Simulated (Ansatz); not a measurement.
# GeH4: the cost of one run

Method: PBE0-D4/def2-TZVP structures, single points in def2-TZVPP, no counterpoise correction; program: Ansatz 0.2.0, Gaussian basis.

Levels: SPW92, PBE-D4, BLYP-D4, r2SCAN-D4, B97M-V, PBE0-D4, B3LYP-D4, r2SCAN0-D4, BHLYP-D4, CAM-B3LYP-D4, wB97X-V, wB97M-V, B2PLYP, PBE-QIDH, RPA on PBE, Hartree-Fock, MP2, CCSD, CCSD(T).

Cores are frozen in the correlated methods. Filled d shells of the heavier atoms are correlated. B3LYP uses VWN-RPA correlation. B2PLYP carries no dispersion term here.

95 further runs of the same task are left out: 1 that didn't finish, 94 set aside as unsound or not needed.

### 1 Starting geometry

The complex: 9 atoms, charge 0, spin multiplicity 1.

Atoms are counted from 1 here; the program's logs count them from 0.

Bond lengths: Ge1–H2 1.536 Å, Ge1–H3 1.537 Å, Ge1–H4 1.533 Å, Ge1–H5 1.533 Å, H6–P7 1.419 Å, P7–H8 1.420 Å, P7–H9 1.419 Å. Angles: H2–Ge1–H3 108.9°, H2–Ge1–H4 109.6°, H2–Ge1–H5 109.5°, H3–Ge1–H4 109.5°, H3–Ge1–H5 109.4°, H4–Ge1–H5 109.9°, H6–P7–H8 93.4°, H6–P7–H9 93.3°, H8–P7–H9 93.4°.

As a file:

```mol
GeH7P
  3D, bonds by distance, orders not assigned

  9  7  0  0  0  0  0  0  0  0999 V2000
   -1.4803    0.9530   -0.7128 Ge  0  0
   -0.9834   -0.4260   -1.1715 H   0  0
   -2.6561    1.3801   -1.6056 H   0  0
   -1.9490    0.8718    0.7447 H   0  0
   -0.3450    1.9756   -0.8408 H   0  0
    1.0123   -2.0457    1.0207 H   0  0
    1.5285   -0.7237    1.0066 P   0  0
    2.6654   -1.0697    1.7835 H   0  0
    2.2078   -0.9153   -0.2248 H   0  0
  1  2  8  0
  1  3  8  0
  1  4  8  0
  1  5  8  0
  6  7  8  0
  7  8  8  0
  7  9  8  0
M  END
```

Its parts: GeH4 holds atoms 1, 2, 3, 4, 5; PH3 holds atoms 6, 7, 8, 9. Each part counts its atoms afresh in its own runs.

### 2 Relaxing GeH4 alone

The input, relax-a/in.yaml:

```yaml
crystal:
  periodic: [false, false, false]
  atoms:
    - {symbol: Ge, position_ang: [-1.480342, 0.953019, -0.712788]}
    - {symbol: H, position_ang: [-0.983412, -0.426037, -1.171530]}
    - {symbol: H, position_ang: [-2.656068, 1.380128, -1.605617]}
    - {symbol: H, position_ang: [-1.949001, 0.871769, 0.744674]}
    - {symbol: H, position_ang: [-0.345012, 1.975627, -0.840807]}
basis:
  gaussian: {orbitals: def2-TZVP}
hamiltonian: {xc: pbe0, dispersion: d4}
relax: {f_tol: 0.005, max_steps: 200}
```

The run is started by

```bash
$ ansatz run in.yaml --threads 2 --pin off --events-out ev --progress --plain --max-ram 4352MiB
```

**Question.** How long does this run take on 2 threads of Arm Neoverse V1, shared host?

About 2.3 s.
